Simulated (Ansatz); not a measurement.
# Ca: the cost of one run

Computed with Ansatz 0.2.0 (DFT PBEsol, scalar-relativistic, plane waves, PAW, unless a step's input says otherwise).

### 1 The system as given

Symmetry: I4/mmm, No. 139, tetragonal system. Conventional cell: a = 4.410 Å, b = 4.410 Å, c = 4.392 Å, α = 90.00°, β = 90.00°, γ = 90.00°. Ca (site symmetry 4/mmm) is surrounded by 8 Ca at 3.81 Å.

Structure file:

```
Ca
1.0
    -2.20520    2.20520    2.19611
     2.20520   -2.20520    2.19611
     2.20520    2.20520   -2.19611
Ca
1
Direct
  0.50000 0.50000 0.00000
```

The structure comes from the Materials Project (structure only).

### 2 A change within the space group

What differs from the listed cell: strain xx, yy, zz, yz, xz, xy = +2.9, +2.9, -0.1, +0.0, +0.0, +0.0 %.

The input, input.yaml:

```yaml
crystal:
  lattice:
    - [-2.2689573774, 2.2689573774, 2.1937210449]
    - [2.2689573774, -2.2689573774, 2.1937210449]
    - [2.2689573774, 2.2689573774, -2.1937210449]
  atoms:
    - { symbol: Ca, position: [0.5, 0.5, 0.0] }
basis:
  ecutwfc: 420
kpoints:
  mp_grid: { grid: [14, 14, 14] }
hamiltonian:
  xc: pbesol
scf:
  occupations: { method: gaussian, width: 0.1 }
output:
  forces: true
  stress: true
  eigenvalues: true
```

Started as:

```bash
$ ansatz run input.yaml --threads 1 --pin off --max-ram 1331MiB --backend cpu --events-out ev --progress --plain --runs-dir out
```

What time and memory should one allow on 1 thread of an x86-64 CPU, shared host?

About 10 s, with a peak of 0.39 GiB.
